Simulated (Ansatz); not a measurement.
# HfB: the cost of one run

Computed with Ansatz 0.2.0 (DFT PBE with spin–orbit coupling, plane waves, PAW, unless a step's input says otherwise).

2 further runs of the same task are left out: 1 that didn't finish, 1 set aside as unsound or not needed.

**1. The structure to begin with**

It takes space group Fm-3m (No. 225, cubic). Conventional cell: a = 4.620 Å, b = 4.620 Å, c = 4.620 Å, α = 90.00°, β = 90.00°, γ = 90.00°. Hf (site symmetry m-3m) is surrounded by 6 B at 2.31 Å. B (site symmetry m-3m) has 6 Hf at 2.31 Å as nearest neighbours.

Coordinates:

```
Hf B
1.0
     0.00000    2.31000    2.31000
     2.31000    0.00000    2.31000
     2.31000    2.31000    0.00000
Hf B
1 1
Direct
  0.50000 0.50000 0.50000
  0.00000 0.00000 0.00000
```

The cell is the measured one, not relaxed. At PBE, without spin–orbit coupling, an earlier run found 29.87 GPa for this cell of 12.326 Å³/atom (12×12×12 mesh), no gap. The cell is compressed at this level.

**2. Spin-orbit coupling: bands, spin texture, Fermi surface**

The input, input.yaml:

```yaml
crystal:
  lattice:
    - [0.0, 2.3100005622, 2.3100005622]
    - [2.3100005622, 0.0, 2.3100005622]
    - [2.3100005622, 2.3100005622, 0.0]
  atoms:
    - { symbol: Hf, position: [0.5, 0.5, 0.5] }
    - { symbol: B, position: [0.0, 0.0, 0.0] }
basis:
  ecutwfc: 420
  ecutrho_ratio: 4
kpoints:
  mp_grid: { grid: [10, 10, 10] }
  band_path:
    path:
      - [[0.0, 0.0, 0.0], [0.5, 0.0, 0.5], [0.625, 0.25, 0.625]]
      - [[0.375, 0.375, 0.75], [0.0, 0.0, 0.0], [0.5, 0.5, 0.5], [0.5, 0.25, 0.75], [0.5, 0.0, 0.5]]
    npoints: 10
hamiltonian:
  xc: pbe
scf:
  occupations: { method: gaussian, width: 0.05 }
output:
  forces: true
  stress: true
  eigenvalues: true
  populations: true
  eigenstates:
    nscf_kmesh: { grid: [20, 20, 20] }
    de_dk: true
    e_range: [-2.5, 2.5]
  write_density: true
  write_potential: true
  elf: true
  volumetric_format: npy
magnetization:
  noncollinear: true
  spin_orbit: true
```

Started as:

```console
> ansatz run input.yaml --threads 4 --pin off --max-ram 9216MiB --backend cpu --events-out ev --progress --plain --runs-dir out
```

**Question.** How long does this run take on 4 threads of AMD EPYC (Zen 3), shared host, and how much memory does it need?

About 25 s, with a peak of 0.6 GiB.
